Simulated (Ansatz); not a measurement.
# YZr2: the cost of one run

Computed with Ansatz 0.2.0 (DFT PBE, scalar-relativistic, plane waves, PAW, unless a step's input says otherwise).

**1. The structure to begin with**

Symmetry: Fd-3m, No. 227, cubic system. The conventional cell has a = 7.818 Å, b = 7.818 Å, c = 7.818 Å, α = 90.00°, β = 90.00°, γ = 90.00°. Y (site symmetry -43m) has 12 Zr at 3.24 Å and 4 Y at 3.39 Å as nearest neighbours. Around Zr (site symmetry -3m) lie 6 Zr at 2.76 Å.

Structure file:

```
Y Zr
1.0
     0.00000    3.90879    3.90879
     3.90879    0.00000    3.90879
     3.90879    3.90879    0.00000
Y Zr
2 4
Direct
  0.00000 0.00000 0.00000
  0.25000 0.25000 0.25000
  0.62500 0.62500 0.62500
  0.12500 0.62500 0.62500
  0.62500 0.62500 0.12500
  0.62500 0.12500 0.62500
```

This is candidate A: cubic Laves (C15) type (Fd-3m, No. 227).

(A quick probe on a coarse mesh, which set the mesh and smearing, is not shown.)

**3. Rough relaxation on the coarse mesh (candidate A)**

input.yaml reads:

```yaml
crystal:
  lattice:
    - [0.0, 3.9087866379, 3.9087866379]
    - [3.9087866379, 0.0, 3.9087866379]
    - [3.9087866379, 3.9087866379, 0.0]
  atoms:
    - { symbol: "Y", position: [0.0, 0.0, 0.0] }
    - { symbol: "Y", position: [0.25, 0.25, 0.25] }
    - { symbol: Zr, position: [0.625, 0.625, 0.625] }
    - { symbol: Zr, position: [0.125, 0.625, 0.625] }
    - { symbol: Zr, position: [0.625, 0.625, 0.125] }
    - { symbol: Zr, position: [0.625, 0.125, 0.625] }
basis:
  ecutwfc: 420
kpoints:
  mp_grid: { grid: [4, 4, 4] }
hamiltonian:
  xc: pbe
scf:
  occupations: { method: gaussian, width: 0.1 }
  lower_state_search: "off"
output:
  forces: true
  stress: true
  eigenvalues: true
relax:
  adjacent_minimum: "off"
  f_tol: 0.04
  max_steps: 70
  cell: { stress_tol: 0.4 }
```

Run with:

```sh
ansatz run input.yaml --threads 1 --pin off --max-ram 2560MiB --backend cpu --events-out ev --progress --plain --runs-dir out
```

**Question.** How long does this run take on 1 thread of Arm Neoverse V1, shared host, and how much memory does it need?

About 17 s, with a peak of 0.42 GiB.
